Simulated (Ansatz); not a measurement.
# CH₆BrFGe₂, SMILES [F][GeH]([Br])[CH2][GeH3]: energies of removing a hydrogen

Program: Ansatz 0.2.0, Python API.

The script, `run_bde.py`:
```python
"""X-H bond energies of CH6BrFGe2 without relaxation."""

import ansatz as az


def total_energy(molecule, charge=0, unpaired=0):
    calc = molecule.calculation().basis(gaussian="def2-SVPD").functional("pbe0", dispersion="d4")
    if charge:
        calc = calc.charge(charge)
    if unpaired:
        calc = calc.spin("collinear", total=unpaired)
    return calc.run(threads=1).report["free_energy_ev"]

GEOMETRY = """
F     2.28870    0.16300    0.91370
Ge    1.40840    0.51080   -0.56550
Br    0.80570    2.75940   -0.60520
C    -0.18430   -0.60290   -0.65550
Ge   -1.27740   -0.31320    0.92700
H     2.31270    0.20400   -1.78620
H    -0.76780   -0.34070   -1.56160
H     0.11530   -1.66980   -0.70460
H    -2.53290   -1.21910    0.85680
H    -1.71440    1.17260    0.98880
H    -0.45400   -0.66400    2.19230
"""

def without(molecule, index):
    rest = az.Crystal.molecule()
    for i, site in enumerate(molecule.cartesian_sites):
        if i != index:
            rest = rest.atom(site.symbol, site.position_ang)
    return rest

geometry = az.Crystal.molecule()
for line in GEOMETRY.strip().splitlines():
    symbol, *xyz = line.split()
    geometry = geometry.atom(symbol, [float(v) for v in xyz])

whole = total_energy(geometry, 0)
hydrogen = total_energy(az.Crystal.molecule().atom("H", (0, 0, 0)), 0, 1)
print(f"E(molecule) = {whole:.5f} eV, E(H) = {hydrogen:.5f} eV")
for index in [5, 7, 10]:
    radical = total_energy(without(geometry, index), 0, 1)
    print(f"H{index}: homolysis {96.485332 * (radical + hydrogen - whole):.1f} kJ/mol")
    anion = total_energy(without(geometry, index), -1)
    print(f"H{index}: loss of a proton {96.485332 * (anion - whole):.1f} kJ/mol")
```

`python run_bde.py` gives:
```text
E(molecule) = -186885.47339 eV, E(H) = -13.61361 eV
H5: homolysis 338.2 kJ/mol
H5: loss of a proton 1475.8 kJ/mol
H7: homolysis 469.1 kJ/mol
H7: loss of a proton 1565.7 kJ/mol
H10: homolysis 364.3 kJ/mol
H10: loss of a proton 1576.7 kJ/mol
```

The settings weren't tested for convergence. The geometry is a force-field or estimated start, not a minimum of this method, and the basis set is short of its limit. All parts are taken at fixed geometry, without zero-point energy. The spin-orbit lowering of heavy atoms is left out. Run time: 3.4 min on 1 thread of Arm Neoverse V2 (shared host), peak memory 1 GiB.
